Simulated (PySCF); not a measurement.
# RhH3: triplet, from a PBE0 minimum start

Where does triplet RhH3 go from a PBE0 minimum start, is the end point a minimum, and what are its modes, charges and moments?

Method: PBE0, basis Rh def2-TZVP with ECP28, H def2-TZVP, scalar-relativistic core potentials, no spin–orbit coupling, density fitting; program: PySCF 2.14.0.

### Step 1. Starting geometry

4 atoms, charge 0, spin multiplicity 3.

Bond lengths: Rh1–H2 1.514 Å, Rh1–H3 1.607 Å, Rh1–H4 1.607 Å. Angles: H2–Rh1–H3 65.2°, H2–Rh1–H4 65.2°, H3–Rh1–H4 130.4°.

```xyz
4
charge 0 multiplicity 3
Rh    0.0000    0.0000   -0.0269
H     0.0000    0.0000    1.4872
H     1.4592    0.0000    0.6468
H    -1.4592    0.0000    0.6468
```

### Step 2. Finding the electronic state

One driver script runs all steps and calls PySCF; scf.py shows how it sets up the SCF of each step. The optimiser is the driver's own. After this first run the driver tries any further starts and a stability analysis.

Contents of scf.py:

```python
from pyscf import gto, scf, dft
mol = gto.M(atom='''
Rh     0.000000    -0.000000    -0.026922
H      0.000000     0.000000     1.487162
H      1.459228    -0.000000     0.646783
H     -1.459228     0.000000     0.646783''',
    basis={'Rh': 'def2-TZVP', 'H': 'def2-TZVP'},
    ecp={'Rh': 'def2-TZVP'},
    charge=0, spin=2)
mf = dft.UKS(mol, xc='PBE0')
mf.grids.atom_grid = (50, 194)
aux = {'Rh': 'def2-universal-JKFIT', 'H': 'def2-universal-JKFIT'}
mf = mf.density_fit(auxbasis=aux)
mf.conv_tol = 1e-08
mf.diis_space = 10
mf.max_cycle = 60
mf.init_guess = 'minao'
mf.verbose = 4
mf.kernel()
```

Run with:

```
$ OMP_NUM_THREADS=2 python axn.py task.json out
```

What it wrote:

```text
init E= -103.611598394168
[... the frontier-level lines of each cycle are left out ...]
cycle= 1 E= -111.014428479617  delta_E= -7.4  |g|= 1.78  |ddm|= 2.95
cycle= 2 E= -99.9023336578877  delta_E= 11.1  |g|= 3.59  |ddm|= 9.31
cycle= 3 E= -111.779681478888  delta_E= -11.9  |g|= 0.977  |ddm|= 9.26
cycle= 4 E= -112.233531656821  delta_E= -0.454  |g|= 0.181  |ddm|= 0.792
cycle= 5 E= -112.248971148428  delta_E= -0.0154  |g|= 0.0945  |ddm|= 0.18
cycle= 6 E= -112.252774282212  delta_E= -0.0038  |g|= 0.0406  |ddm|= 0.0646
cycle= 7 E= -112.254160575821  delta_E= -0.00139  |g|= 0.0192  |ddm|= 0.0538
cycle= 8 E= -112.254442024565  delta_E= -0.000281  |g|= 0.00283  |ddm|= 0.0294
cycle= 9 E= -112.254450176634  delta_E= -8.15e-06  |g|= 0.000656  |ddm|= 0.0053
cycle= 10 E= -112.254450831012  delta_E= -6.54e-07  |g|= 0.000137  |ddm|= 0.00163
cycle= 11 E= -112.25445086794  delta_E= -3.69e-08  |g|= 8.41e-05  |ddm|= 0.000391
cycle= 12 E= -112.254450874197  delta_E= -6.26e-09  |g|= 1.62e-05  |ddm|= 0.000131
Extra cycle  E= -112.254450874407  delta_E= -2.1e-10  |g|= 2.57e-05  |ddm|= 3.31e-05
converged SCF energy = -112.254450874407  <S^2> = 2.0053392  2S+1 = 3.0035573
```

This step, with its further starts and checks, ran for 6.4 s (2 threads of Arm Neoverse V2, shared host).

The starts that the driver tried:

```csv
start,energy (Eh)
the minimal-basis guess,-112.254451
a thermally smeared density,-112.254451
a smeared PBE density,-112.254451
```

No lower solution of this spin turned up from the other starts or in the test of internal stability.

### Step 3. Relaxing the triplet from the PBE0 minimum start

The program finds C2v symmetry in the start, which this walk keeps. The walk stops when the largest gradient is under 0.0003 Eh/bohr and the energy has settled too.

scf.py: that of step 2 with these lines changed.

```diff
@@ -3,4 +3,4 @@
-Rh     0.000000    -0.000000    -0.026922
-H      0.000000     0.000000     1.487162
-H      1.459228    -0.000000     0.646783
-H     -1.459228     0.000000     0.646783''',
+Rh    -0.000000     0.000000    -0.027225
+H      0.000000     0.000000     1.486859
+H      1.459228     0.000000     0.646480
+H     -1.459228     0.000000     0.646480''',
@@ -17 +16,0 @@
-mf.init_guess = 'minao'
```

Energy and gradient, step by step:

```csv
step,energy (Eh),change (kJ/mol),largest symmetric gradient (Eh/bohr)
0,-112.254451,0.00,0.00009
```

The walk took 0.8 s.

After 0 steps and 0.0 kJ/mol it ends at C2v: Rh–H 1.514 Å, Rh–H 1.607 Å (×2); H–Rh–H 65.2° (×2), H–Rh–H 130.4°.

### Step 4. Is it a minimum? Harmonic modes

The point is checked on the finer grid, and tightened if its gradient asks for it. The Hessian and the dipole derivatives come from central differences of analytic gradients, with steps of 0.02 bohr.

scf.py: that of step 3 with these lines changed.

```diff
@@ -3,4 +3,4 @@
-Rh    -0.000000     0.000000    -0.027225
-H      0.000000     0.000000     1.486859
-H      1.459228     0.000000     0.646480
-H     -1.459228     0.000000     0.646480''',
+Rh    -0.000000     0.000000    -0.026645
+H      0.000000     0.000000     1.487380
+H      1.459800     0.000000     0.645930
+H     -1.459800     0.000000     0.645930''',
@@ -11 +11 @@
-mf.grids.atom_grid = (50, 194)
+mf.grids.atom_grid = (75, 302)
@@ -14 +14 @@
-mf.conv_tol = 1e-08
+mf.conv_tol = 1e-10
```

This SCF starts from the last density.

SCF at the final geometry:

```text
init E= -112.25445424325
[... the frontier-level lines of each cycle are left out ...]
cycle= 1 E= -112.25445424325  delta_E= 4.55e-13  |g|= 1.18e-06  |ddm|= 1.44e-06
Extra cycle  E= -112.254454243249  delta_E= 8.81e-13  |g|= 2.32e-06  |ddm|= 2.04e-06
converged SCF energy = -112.254454243249  <S^2> = 2.005349  2S+1 = 3.0035639
```

The whole step took 26 s.

Geometry: C2v; Rh–H 1.514 Å, Rh–H 1.607 Å (×2); H–Rh–H 65.3° (×2), H–Rh–H 130.5°.

Harmonic modes (main isotopes):

| symmetry | ω (cm⁻¹) | IR (km/mol) | μ (u) |
| --- | --- | --- | --- |
| b2 | 282 | 283 | 1.01 |
| b1 | 319 | 19.2 | 1.01 |
| a1 | 757 | 0.6 | 1.02 |
| b2 | 1784 | 79.8 | 1.02 |
| a1 | 1963 | 23.5 | 1.01 |
| a1 | 2289 | 0.7 | 1.02 |

All wavenumbers are real: a minimum.

Constants and moments:

```
Dipole moment                                                   : 1.82 D
Highest occupied level                                          : -5.90 eV
Lowest empty level                                              : -3.09 eV
Rotational constants                                            : 5.362, 3.925, 2.266 cm⁻¹
Zero-point energy                                               : 44.2 kJ/mol
Principal polarisabilities                                      : 28.3, 32.6, 52.4 bohr³
Atomisation energy without zero-point energy                    : 715 kJ/mol
Principal traceless quadrupole moments about the centre of mass : -4.95, 1.66, 3.29 D Å
Entropy at 298.15 K and 1 bar (electronic part: spin only)      : 251.0 J/(mol K)
Heat capacity Cp at 298.15 K                                    : 50.5 J/(mol K)
Enthalpy at 298.15 K above 0 K                                  : 12.37 kJ/mol
Rotational symmetry number                                      : 2
Spin squared ⟨S²⟩                                               : 2.005
```

Charges (e) and bond orders:

| atom | Mulliken | Löwdin | polar tensor | spin (Mulliken) | Mayer order to Rh1 |
| --- | --- | --- | --- | --- | --- |
| Rh1 | -0.08 | -0.09 | 0.25 | 1.58 | – |
| H2 | 0.13 | 0.09 | 0.08 | -0.03 | 0.88 |
| H3,4 | -0.03 | 0.00 | -0.17 | 0.22 | 0.88 |

Mulliken populations on Rh1 (outside its core potential): s 2.61, p 6.41, d 8.07, f 0.00.

### Step 5. What came out

| quantity | value |
| --- | --- |
| minimum | triplet, C2v |
| geometry | Rh–H 1.514 Å, Rh–H 1.607 Å (×2); H–Rh–H 65.3° (×2), H–Rh–H 130.5° |
| wavenumbers (cm⁻¹) | 282 (b2), 319 (b1), 757 (a1), 1784 (b2), 1963 (a1), 2289 (a1) |
| dipole moment | 1.82 D |
| highest occupied, lowest empty level (either spin) | -5.90, -3.09 eV |
| polar-tensor charge of Rh1 | +0.25 e |
| zero-point energy | 44.2 kJ/mol |
| entropy at 298.15 K | 251.0 J/(mol K) |
| atomisation energy (no zero-point energy) | 715 kJ/mol |
| ⟨S²⟩ | 2.005 |

What this shows: The PBE0 minimum start keeps its C2v symmetry and ends in a minimum. In the infrared the band at 282 cm⁻¹ (b2, bend) leads. Most of the spin sits on Rh1 (Mulliken spin 1.58, against 2 for the whole molecule). Other starts or spin states, not run here, may lie lower. One determinant may miss the lowest occupation of an open d or f shell.

The search up to here took 33 s.
